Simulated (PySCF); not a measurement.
**Sn(OH)₂: structure of the singlet**

Aim: relax Sn(OH)₂ as a singlet from a linear start, check by its vibrations whether the end is a minimum, and collect its spectrum and constants.

Program: PySCF 2.14.0. Level of theory: PBE0, basis Sn def2-TZVP with ECP28, O def2-TZVP, H def2-TZVP, scalar-relativistic core potentials, no spin–orbit coupling, density fitting. These are calculated values, not measurements.

**1. The system as given**

5 atoms, charge 0, spin multiplicity 1.

Bond lengths: Sn1–O2 2.030 Å, Sn1–O3 2.030 Å, O2–H4 0.960 Å, O3–H5 0.960 Å. Angles: O2–Sn1–O3 180.0°, Sn1–O2–H4 130.0°, Sn1–O3–H5 130.0°.

```xyz
5
charge 0 multiplicity 1
Sn    0.0000    0.0000    0.0000
O     0.0000    0.0000    2.0300
O     0.0000    0.0000   -2.0300
H    -0.7354    0.0000    2.6471
H     0.7354    0.0000   -2.6471
```

**2. Relaxation: linear start, singlet**

One driver script runs all steps and calls PySCF; scf.py shows how it sets up the SCF of each step. The optimiser is the driver's own. Before each start the driver seeks the lowest SCF state from one or more starting densities and follows internal instabilities, so scf.py alone need not reach the same state.

The program finds C2h symmetry in the start, which this walk keeps. Threshold on the gradient: 0.0003 Eh/bohr, with a further test on the energy change.

scf.py

```python
from pyscf import gto, scf, dft
mol = gto.M(atom='''
Sn     0.000000     0.000000     0.000000
O     -0.000000     0.000000     2.030000
O      0.000000     0.000000    -2.030000
H     -0.735400     0.000000     2.647100
H      0.735400     0.000000    -2.647100''',
    basis={'Sn': 'def2-TZVP', 'O': 'def2-TZVP', 'H': 'def2-TZVP'},
    ecp={'Sn': 'def2-TZVP'},
    charge=0, spin=0)
mf = dft.RKS(mol, xc='PBE0')
mf.grids.atom_grid = (50, 194)
aux = {'Sn': 'def2-universal-JKFIT', 'O': 'def2-universal-JKFIT', 'H': 'def2-universal-JKFIT'}
mf = mf.density_fit(auxbasis=aux)
mf.kernel()
```

After this run come: Frequencies; Following the imaginary mode; Hessian and properties.

What does the calculation give? Wanted: minimum; geometry; wavenumbers; dipole moment; highest occupied, lowest empty level; polar-tensor charge of Sn1; zero-point energy; atomisation energy.

The runs gave:

| quantity | value |
| --- | --- |
| minimum | singlet, C2v |
| geometry | O–H 0.960 Å (×2), Sn–O 1.981 Å (×2); H–O–Sn 118.8° (×2), O–Sn–O 99.8° |
| wavenumbers (cm⁻¹) | 201 (a1), 288 (a2), 383 (b1), 581 (b2), 600 (a1), 614 (b2), 746 (a1), 3882 (b2), 3882 (a1) |
| dipole moment | 0.39 D |
| highest occupied, lowest empty level | -7.79, -1.91 eV |
| polar-tensor charge of Sn1 | +1.18 e |
| zero-point energy | 66.9 kJ/mol |
| entropy at 298.15 K | 294.9 J/(mol K) |
| atomisation energy (no zero-point energy) | 1638 kJ/mol |

In words: The linear start (C2h) ends in a minimum of C2v symmetry, after a stop at a second-order saddle point 170.5 kJ/mol higher, from which it was pushed off along an imaginary mode. The strongest infrared band lies at 383 cm⁻¹ (b1). Other starts or spin states, not run here, may lie lower.
